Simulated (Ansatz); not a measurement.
# SiO2: the cost of one run

Method: DFT LDA, scalar-relativistic, plane waves, PAW, in Ansatz 0.2.0.

71 further runs of the same task are left out: 71 set aside as unsound or not needed.

### Step 1. The structure to begin with

Symmetry: P4_2/mnm, No. 136, tetragonal system. Conventional cell: a = 4.155 Å, b = 4.155 Å, c = 2.661 Å, α = 90.00°, β = 90.00°, γ = 90.00°. Around Si (site symmetry mmm) lie 6 O at 1.75 to 1.80 Å. Around O (site symmetry m2m) lie 3 Si at 1.75 to 1.80 Å.

Coordinates:

```
CELL_PARAMETERS angstrom
4.15515 0.00000 0.00000
0.00000 4.15515 0.00000
0.00000 0.00000 2.66131
ATOMIC_POSITIONS crystal
Si 0.50000 0.50000 0.50000
Si 0.00000 0.00000 0.00000
O 0.69443 0.69443 0.00000
O 0.19443 0.80557 0.50000
O 0.30557 0.30557 0.00000
O 0.80557 0.19443 0.50000
```

It goes back to an entry of the Materials Project, which need not be the stable form.

It is the result of an earlier relaxation at this level (volume 7.66 Å³/atom; gap on the mesh: 5.82 eV).

### Step 2. The scan

The energy is mapped over the lattice constants a and c of the conventional cell.

- lattice constant a (and b): 11 values from 4.030 to 4.280 Å
- lattice constant c: 11 values from 2.342 to 2.981 Å

Nothing else is relaxed (fractional coordinates fixed). Energies count from the relaxed crystal. Points are written as (first, second).

### Step 3. Point (4.055 Å, 2.853 Å)

Contents of input.yaml:

```yaml
crystal:
  lattice:
    - [4.0554, 0.0, 0.0]
    - [0.0, 4.0554, 0.0]
    - [0.0, 0.0, 2.8529]
  atoms:
    - { symbol: Si, position: [0.5, 0.5, 0.5] }
    - { symbol: Si, position: [0.0, 0.0, 0.0] }
    - { symbol: O, position: [0.6944252994, 0.6944252994, 0.0] }
    - { symbol: O, position: [0.1944252994, 0.8055747006, 0.5] }
    - { symbol: O, position: [0.3055747006, 0.3055747006, 0.0] }
    - { symbol: O, position: [0.8055747006, 0.1944252994, 0.5] }
basis:
  ecutwfc: 520.0
kpoints:
  mp_grid: { grid: [6, 6, 8] }
hamiltonian:
  xc: lda
  pseudopotentials: { kind: paw, azcp: { folder: soft_1 } }
scf:
  occupations: { method: gaussian, width: 0.05 }
output:
  forces: true
  stress: true
  eigenvalues: true
  write_density: true
  write_potential: true
  elf: true
  volumetric_format: npy
```

Run with:

```sh
> ansatz run input.yaml --threads 2 --pin off --max-ram 4096MiB --backend cpu --events-out ev --progress --plain --runs-dir out
```

What time and memory should one allow on 2 threads of Arm Neoverse N1, shared host?

About 5.5 s, with a peak of 0.33 GiB.
